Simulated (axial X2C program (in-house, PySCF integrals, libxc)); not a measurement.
# TlSe: EOM-IP-CCSD levels

Wanted for TlSe: EOM-IP-CCSD levels, at the two-component level.

Program: an in-house X2C program for linear molecules on PySCF integrals. Level of theory: two-component X2C with atomic mean-field terms, Tl dyall-acv3z, Se dyall-acv3z. These are calculated values, not measurements.

## 1. Set-up

Input file task.json:

```json
{
 "zs": [
  81,
  34
 ],
 "q": 0,
 "bas": [
  "dyall-acv3z",
  "dyall-acv3z"
 ],
 "r0": 2.49,
 "eom": "ip",
 "rq": -1,
 "thr": -2.0,
 "nmax": 95,
 "grid": [
  1,
  0.96,
  1.045,
  0.92,
  1.09,
  1.15
 ]
}
```

Keys: zs atomic numbers; q charge; bas basis sets; r0 starting distance in Å; eom kind of EOM run; thr threshold in hartree for freezing inner shells (an s shell follows its p shell); nmax most natural virtual spinors; grid distances as factors.

Command:

```
$ python soeom.py task.json out
```

After this run come: EOM-IP-CCSD at 2.512 Å.

Q: Predict the outcome of this session. Wanted: next root led by one particle; T1 of the reference.

As calculated:

| quantity | value |
| --- | --- |
| lowest root at 2.512 Å | Ω = 3/2, 2.470 eV |
| next root led by one particle | Ω = 1/2, about 1530 cm⁻¹ higher |
| T1 of the reference | 0.018 |

In words: Removing an electron from the reference determinant of TlSe⁻ costs 2.47 eV and empties a spinor of 80% Se pπ, 10% Tl pπ. Errors of 0.1 to 0.3 eV are usual at this size, and roots led by higher excitations are left out, so the list is incomplete, and low states of that kind can be missing.
